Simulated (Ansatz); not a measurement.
Write the native input for Ansatz 0.2.0 that does the following.

* Task: single point
* Functional: PBE
* Potentials or basis: Ansatz PAW
* Cutoff: 420 eV (not typed: the program's choice for these potentials)
* k mesh: 3 × 3 × 3
* Occupations: fermi-dirac, width 0.05 eV
* Spin: no spin polarisation

Crystal: MgB.

```
Mg B
1.0
     2.89515    0.00000    0.00000
     0.00000    2.89515    0.00000
     0.00000    0.00000    2.89515
Mg B
1 1
Cartesian
  0.0000 0.0000 0.0000
  1.4476 1.4476 1.4476
```

The cell was built by a generator and needn't be a form met in nature.

One way to write it, as run:

input.yaml

```yaml
crystal:
  lattice:
    - [2.89515, 0.0, 0.0]
    - [0.0, 2.89515, 0.0]
    - [0.0, 0.0, 2.89515]
  atoms:
    - { symbol: Mg, position: [0.0, 0.0, 0.0] }
    - { symbol: B, position: [0.5, 0.5, 0.5] }
hamiltonian:
  xc: pbe
  pseudopotentials: { kind: paw }
kpoints:
  mp_grid: { grid: [3, 3, 3] }
scf:
  occupations: { method: fermi_dirac, width: 0.05 }
output:
  forces: true
  stress: true
  eigenvalues: true
```

Potentials or basis: Ansatz PAW.

Command:

```sh
$ ansatz run input.yaml --threads 2 --pin off --max-ram 5632MiB --backend cpu --events-out ev --progress --plain --runs-dir out
```

Results of the run:

The pressure is -0.4 GPa and the band gap on the k mesh is none (metal or under the smearing width).

Caveat: the k mesh is coarse (spacing up to 0.72 Å⁻¹), so the values aren't converged.

Wall time 0.47 s on 2 threads of Intel(R) Xeon(R) Processor @ 2.70GHz, with other jobs on the host, peak memory 0.27 GiB.
